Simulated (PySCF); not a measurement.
# A gas-phase reaction: H4Si + CF2 → CH4F2Si

What reaction energy should one expect for `[SiH4]` + `F[C]F` → `FC(F)[SiH3]`?

Programs: PySCF 2.14.0. All values are calculated, for the isolated system unless a continuum is named. Atoms count from 0, parts from 1.

## (1) The system as given

Each species was relaxed by itself at PBE0-D3(BJ)/def2-SVPD.

## (2) Reaction energy: wB97M-D3(BJ)/def2-TZVPD

What the job is given:

```
{"job": {"kind": "react", "xc": "wB97M-D3(BJ)", "basis": "def2-TZVPD"}, "charge": 0, "multiplicity": 1}
-1 H4Si charge 0 multiplicity 1
Si    -0.008120    -0.004420    -0.000890
H     -0.309830    -0.749460     1.255590
H     -0.650160     1.340870     0.052390
H      1.468220     0.154520    -0.142380
H     -0.540740    -0.763610    -1.169150

-1 CF2 charge 0 multiplicity 1
F     -0.572030     0.891600     0.004890
C      0.500450     0.165420     0.001560
F      0.071190    -1.057220    -0.006450

+1 CH4F2Si charge 0 multiplicity 1
F     -1.431770     0.080730    -1.284850
C     -0.250000    -0.435360    -0.834890
F     -0.449400    -1.766640    -0.602430
Si     0.289440     0.448080     0.792450
H      0.475470    -0.354810    -1.662500
H      0.481530     1.894160     0.488980
H      1.575110    -0.160310     1.236530
H     -0.779280     0.248330     1.808280
```

Level: wB97M-D3(BJ)/def2-TZVPD reaction energy of separated species, gas phase.

Launch:

```sh
$ OMP_NUM_THREADS=1 python cluster_run.py task.json out
```

One launch serves the whole session: the jobs run in the order shown.

Standard output:

```text
species 1 (H4Si)
coarse grid: 16304 points
cycle   1  E = -291.9161108665  dE = -3.418e-01  |g| = 1.181e-01  |ddm| = 1.460e+00
cycle   2  E = -291.9202166260  dE = -4.106e-03  |g| = 4.771e-02  |ddm| = 1.967e-01
cycle   3  E = -291.9206203911  dE = -4.038e-04  |g| = 9.760e-03  |ddm| = 5.320e-02
cycle   4  E = -291.9206618423  dE = -4.145e-05  |g| = 1.607e-03  |ddm| = 1.806e-02
cycle   5  E = -291.9206632443  dE = -1.402e-06  |g| = 2.633e-04  |ddm| = 5.392e-03
final grid: 33416 points
cycle   6  E = -291.9206442189  dE = -7.835e-08  |g| = 1.411e-04  |ddm| = 9.014e-04
cycle   7  E = -291.9206442279  dE = -8.992e-09  |g| = 5.549e-05  |ddm| = 3.267e-04
cycle   8  E = -291.9206442289  dE = -1.073e-09  |g| = 1.797e-05  |ddm| = 4.226e-05
cycle   9  E = -291.9206442292  dE = -2.613e-10  |g| = 1.152e-06  |ddm| = 3.865e-05
converged SCF energy = -291.9206442292

species 2 (CF2)
coarse grid: 15784 points
cycle   1  E = -237.7722039659  dE =  3.768e-01  |g| = 6.799e-01  |ddm| = 1.318e+00
cycle   2  E = -237.7656870349  dE =  6.517e-03  |g| = 7.920e-01  |ddm| = 6.832e-01
cycle   3  E = -237.8555871298  dE = -8.990e-02  |g| = 5.654e-02  |ddm| = 3.060e-01
cycle   4  E = -237.8560821063  dE = -4.950e-04  |g| = 1.070e-02  |ddm| = 4.110e-02
cycle   5  E = -237.8561243563  dE = -4.225e-05  |g| = 2.140e-03  |ddm| = 1.688e-02
cycle   6  E = -237.8561274006  dE = -3.044e-06  |g| = 5.978e-04  |ddm| = 5.113e-03
final grid: 34416 points
cycle   7  E = -237.8560754336  dE = -1.452e-07  |g| = 5.376e-04  |ddm| = 1.603e-03
cycle   8  E = -237.8560754371  dE = -3.444e-09  |g| = 6.295e-04  |ddm| = 5.580e-04
cycle   9  E = -237.8560754924  dE = -5.527e-08  |g| = 4.604e-05  |ddm| = 2.402e-04
cycle  10  E = -237.8560754935  dE = -1.139e-09  |g| = 2.475e-05  |ddm| = 9.356e-05
cycle  11  E = -237.8560754937  dE = -1.913e-10  |g| = 1.282e-05  |ddm| = 4.062e-05
converged SCF energy = -237.8560754937

species 3 (CH4F2Si)
coarse grid: 32080 points
cycle   1  E = -529.7630704944  dE =  2.334e-01  |g| = 7.281e-01  |ddm| = 2.020e+00
cycle   2  E = -529.7549983343  dE =  8.072e-03  |g| = 8.563e-01  |ddm| = 7.576e-01
cycle   3  E = -529.8603340614  dE = -1.053e-01  |g| = 4.218e-02  |ddm| = 3.379e-01
cycle   4  E = -529.8607303586  dE = -3.963e-04  |g| = 1.670e-02  |ddm| = 4.808e-02
cycle   5  E = -529.8608006381  dE = -7.028e-05  |g| = 4.148e-03  |ddm| = 2.192e-02
cycle   6  E = -529.8608060777  dE = -5.440e-06  |g| = 8.909e-04  |ddm| = 6.560e-03
final grid: 67832 points
cycle   7  E = -529.8607655529  dE = -4.101e-07  |g| = 6.062e-04  |ddm| = 3.527e-03
cycle   8  E = -529.8607656108  dE = -5.790e-08  |g| = 4.709e-04  |ddm| = 9.099e-04
cycle   9  E = -529.8607656498  dE = -3.898e-08  |g| = 1.062e-04  |ddm| = 2.702e-04
cycle  10  E = -529.8607656534  dE = -3.625e-09  |g| = 4.189e-05  |ddm| = 1.371e-04
cycle  11  E = -529.8607656544  dE = -9.319e-10  |g| = 7.900e-06  |ddm| = 1.137e-04
converged SCF energy = -529.8607656544

Reaction energy = -54.322 kcal/mol
```

Wall time 13 s (1 thread of Arm Neoverse V2, shared host); peak memory 0.67 GiB.

Species by species (with the dispersion term, which the log's SCF energies lack):

```csv
ν,species,energy (Eh),HOMO (eV)
-1,[SiH4],-291.92342,-12.22
-1,F[C]F,-237.85725,-11.40
+1,FC(F)[SiH3],-529.86724,-11.17
```

## (3) Energies of the species: PBE0-D3(BJ)/def2-TZVPD

The job, as its differences from that of step 2:

```diff
@@ -1,2 +1,2 @@
-{"job": {"kind": "react", "xc": "wB97M-D3(BJ)", "basis": "def2-TZVPD"}, "charge": 0, "multiplicity": 1}
+{"job": {"kind": "react", "xc": "PBE0", "basis": "def2-TZVPD", "disp": "d3bj"}, "charge": 0, "multiplicity": 1}
 -1 H4Si charge 0 multiplicity 1
```

Method: PBE0-D3(BJ)/def2-TZVPD reaction energy of separated species, gas phase.

Standard output:

```text
species 1 (H4Si)
coarse grid: 4104 points
cycle   1  E = -291.7551983313  dE = -2.942e-01  |g| = 9.467e-02  |ddm| = 1.334e+00
cycle   2  E = -291.7566563130  dE = -1.458e-03  |g| = 3.382e-02  |ddm| = 1.408e-01
cycle   3  E = -291.7567362312  dE = -7.992e-05  |g| = 5.642e-03  |ddm| = 2.103e-02
cycle   4  E = -291.7567408029  dE = -4.572e-06  |g| = 1.115e-03  |ddm| = 1.057e-02
final grid: 33416 points
cycle   5  E = -291.7561318232  dE = -3.005e-06  |g| = 4.847e-04  |ddm| = 7.304e-03
cycle   6  E = -291.7561318782  dE = -5.508e-08  |g| = 2.485e-04  |ddm| = 1.416e-03
cycle   7  E = -291.7561319002  dE = -2.198e-08  |g| = 6.505e-05  |ddm| = 3.835e-04
cycle   8  E = -291.7561319007  dE = -4.813e-10  |g| = 7.540e-06  |ddm| = 7.895e-05
converged SCF energy = -291.7561319007

species 2 (CF2)
coarse grid: 3264 points
cycle   1  E = -237.5048480717  dE =  4.080e-01  |g| = 6.122e-01  |ddm| = 1.339e+00
cycle   2  E = -237.4114812392  dE =  9.337e-02  |g| = 1.003e+00  |ddm| = 6.965e-01
cycle   3  E = -237.5658582953  dE = -1.544e-01  |g| = 5.568e-02  |ddm| = 4.117e-01
cycle   4  E = -237.5663097581  dE = -4.515e-04  |g| = 1.146e-02  |ddm| = 4.119e-02
cycle   5  E = -237.5663299128  dE = -2.015e-05  |g| = 2.286e-03  |ddm| = 9.305e-03
cycle   6  E = -237.5663310058  dE = -1.093e-06  |g| = 9.342e-04  |ddm| = 1.938e-03
final grid: 34416 points
cycle   7  E = -237.5704814349  dE = -3.063e-05  |g| = 2.344e-03  |ddm| = 2.992e-02
cycle   8  E = -237.5704809182  dE =  5.167e-07  |g| = 2.984e-03  |ddm| = 2.876e-03
cycle   9  E = -237.5704823859  dE = -1.468e-06  |g| = 6.058e-04  |ddm| = 1.534e-03
cycle  10  E = -237.5704824346  dE = -4.870e-08  |g| = 1.145e-04  |ddm| = 2.973e-04
cycle  11  E = -237.5704824358  dE = -1.261e-09  |g| = 8.735e-05  |ddm| = 8.790e-05
cycle  12  E = -237.5704824369  dE = -1.095e-09  |g| = 2.423e-06  |ddm| = 3.338e-05
cycle  13  E = -237.5704824369  dE = -1.705e-12  |g| = 5.297e-07  |ddm| = 2.537e-06
converged SCF energy = -237.5704824369

species 3 (CH4F2Si)
coarse grid: 7368 points
cycle   1  E = -529.3533949987  dE =  2.052e-01  |g| = 6.328e-01  |ddm| = 2.025e+00
cycle   2  E = -529.2721155348  dE =  8.128e-02  |g| = 9.824e-01  |ddm| = 7.074e-01
cycle   3  E = -529.4159268067  dE = -1.438e-01  |g| = 3.293e-02  |ddm| = 4.042e-01
cycle   4  E = -529.4160777144  dE = -1.509e-04  |g| = 7.934e-03  |ddm| = 2.949e-02
cycle   5  E = -529.4160858927  dE = -8.178e-06  |g| = 1.689e-03  |ddm| = 8.973e-03
final grid: 67832 points
cycle   6  E = -529.4215945069  dE = -4.226e-05  |g| = 5.767e-03  |ddm| = 5.279e-02
cycle   7  E = -529.4215907260  dE =  3.781e-06  |g| = 7.425e-03  |ddm| = 8.085e-03
cycle   8  E = -529.4216016709  dE = -1.094e-05  |g| = 8.455e-04  |ddm| = 4.142e-03
cycle   9  E = -529.4216017657  dE = -9.475e-08  |g| = 2.752e-04  |ddm| = 5.503e-04
cycle  10  E = -529.4216017774  dE = -1.171e-08  |g| = 2.455e-05  |ddm| = 1.478e-04
cycle  11  E = -529.4216017775  dE = -1.240e-10  |g| = 2.453e-06  |ddm| = 2.844e-05
converged SCF energy = -529.4216017775

Reaction energy = -60.731 kcal/mol
```

Run time: 5.7 s. Hardware: 1 thread of Arm Neoverse V2, shared host; peak memory 0.61 GiB.

Reaction energy at this level: -60.73 kcal/mol.

## (4) Energies of the species: MP2/def2-TZVPD

The job, as its differences from that of step 3:

```diff
@@ -1,2 +1,2 @@
-{"job": {"kind": "react", "xc": "PBE0", "basis": "def2-TZVPD", "disp": "d3bj"}, "charge": 0, "multiplicity": 1}
+{"job": {"kind": "react", "xc": "MP2", "basis": "def2-TZVPD"}, "charge": 0, "multiplicity": 1}
 -1 H4Si charge 0 multiplicity 1
```

Level: MP2/def2-TZVPD reaction energy of separated species, gas phase.

Standard output:

```text
species 1 (H4Si)
final grid: 33416 points
cycle   1  E = -291.2395055365  dE = -4.127e-01  |g| = 1.809e-01  |ddm| = 1.376e+00
cycle   2  E = -291.2559621618  dE = -1.646e-02  |g| = 5.129e-02  |ddm| = 1.576e-01
cycle   3  E = -291.2575304148  dE = -1.568e-03  |g| = 1.612e-02  |ddm| = 8.402e-02
cycle   4  E = -291.2576430008  dE = -1.126e-04  |g| = 2.274e-03  |ddm| = 2.531e-02
cycle   5  E = -291.2576472419  dE = -4.241e-06  |g| = 4.835e-04  |ddm| = 1.035e-02
cycle   6  E = -291.2576474558  dE = -2.139e-07  |g| = 5.170e-05  |ddm| = 2.142e-03
cycle   7  E = -291.2576474579  dE = -2.129e-09  |g| = 3.778e-06  |ddm| = 1.885e-04
cycle   8  E = -291.2576474579  dE = -1.205e-11  |g| = 3.012e-07  |ddm| = 3.460e-05
converged SCF energy = -291.2576474579

species 2 (CF2)
final grid: 34416 points
cycle   1  E = -236.6795836679  dE =  3.623e-01  |g| = 6.669e-01  |ddm| = 1.331e+00
cycle   2  E = -236.7445366615  dE = -6.495e-02  |g| = 3.947e-01  |ddm| = 5.930e-01
cycle   3  E = -236.7679045998  dE = -2.337e-02  |g| = 6.015e-02  |ddm| = 1.754e-01
cycle   4  E = -236.7689300390  dE = -1.025e-03  |g| = 1.944e-02  |ddm| = 5.920e-02
cycle   5  E = -236.7691511675  dE = -2.211e-04  |g| = 4.172e-03  |ddm| = 3.495e-02
cycle   6  E = -236.7691644308  dE = -1.326e-05  |g| = 8.214e-04  |ddm| = 8.648e-03
cycle   7  E = -236.7691648929  dE = -4.620e-07  |g| = 1.874e-04  |ddm| = 1.489e-03
cycle   8  E = -236.7691649104  dE = -1.750e-08  |g| = 5.640e-05  |ddm| = 2.427e-04
cycle   9  E = -236.7691649112  dE = -8.181e-10  |g| = 1.966e-05  |ddm| = 3.943e-05
converged SCF energy = -236.7691649112

species 3 (CH4F2Si)
final grid: 67832 points
cycle   1  E = -527.9822029606  dE =  1.879e-01  |g| = 7.235e-01  |ddm| = 1.948e+00
cycle   2  E = -528.0683317879  dE = -8.613e-02  |g| = 4.595e-01  |ddm| = 6.989e-01
cycle   3  E = -528.1010854495  dE = -3.275e-02  |g| = 5.805e-02  |ddm| = 2.186e-01
cycle   4  E = -528.1024664991  dE = -1.381e-03  |g| = 1.796e-02  |ddm| = 7.856e-02
cycle   5  E = -528.1025893404  dE = -1.228e-04  |g| = 3.756e-03  |ddm| = 2.358e-02
cycle   6  E = -528.1025974742  dE = -8.134e-06  |g| = 1.025e-03  |ddm| = 8.558e-03
cycle   7  E = -528.1025980323  dE = -5.581e-07  |g| = 2.871e-04  |ddm| = 1.625e-03
cycle   8  E = -528.1025980819  dE = -4.957e-08  |g| = 7.151e-05  |ddm| = 4.632e-04
cycle   9  E = -528.1025980856  dE = -3.673e-09  |g| = 1.723e-05  |ddm| = 1.631e-04
cycle  10  E = -528.1025980858  dE = -2.301e-10  |g| = 5.079e-06  |ddm| = 3.844e-05
converged SCF energy = -528.1025980858

Reaction energy = -59.496 kcal/mol
```

It took 2.6 s on 1 thread of Arm Neoverse V2, shared host; peak memory 0.45 GiB.

Reaction energy at this level: -59.50 kcal/mol.

## (5) Comparing the runs

Energies in kcal/mol, with wall time:

```csv
run,reaction,time
wB97M-D3(BJ)/def2-TZVPD,-54.32,13 s
PBE0-D3(BJ)/def2-TZVPD,-60.73,5.7 s
MP2/def2-TZVPD,-59.50,2.6 s
```

## (6) What came out

| quantity | value |
| --- | --- |
| reaction energy (wB97M-D3(BJ)/def2-TZVPD) | -54.32 kcal/mol |
| ΔH, ΔG at 298 K (xTB thermal terms) | -50.5, -40.9 kcal/mol |
| range of the reaction energy over the runs of this table | -60.73 to -54.32 kcal/mol |

In words: The reaction is exothermic by 50.5 kcal/mol in the gas phase; dispersion gives -1.58, and xTB itself gave -73.15 for the electronic energy (xTB energies and thermal terms come from the earlier relaxation of each species, not shown). No barrier was sought. xTB and this level differ widely in the electronic energy, so what comes from xTB (the thermal terms above all) is less safe here. The reaction energy runs from -60.73 (PBE0-D3(BJ)/def2-TZVPD) to -54.32 kcal/mol (wB97M-D3(BJ)/def2-TZVPD).
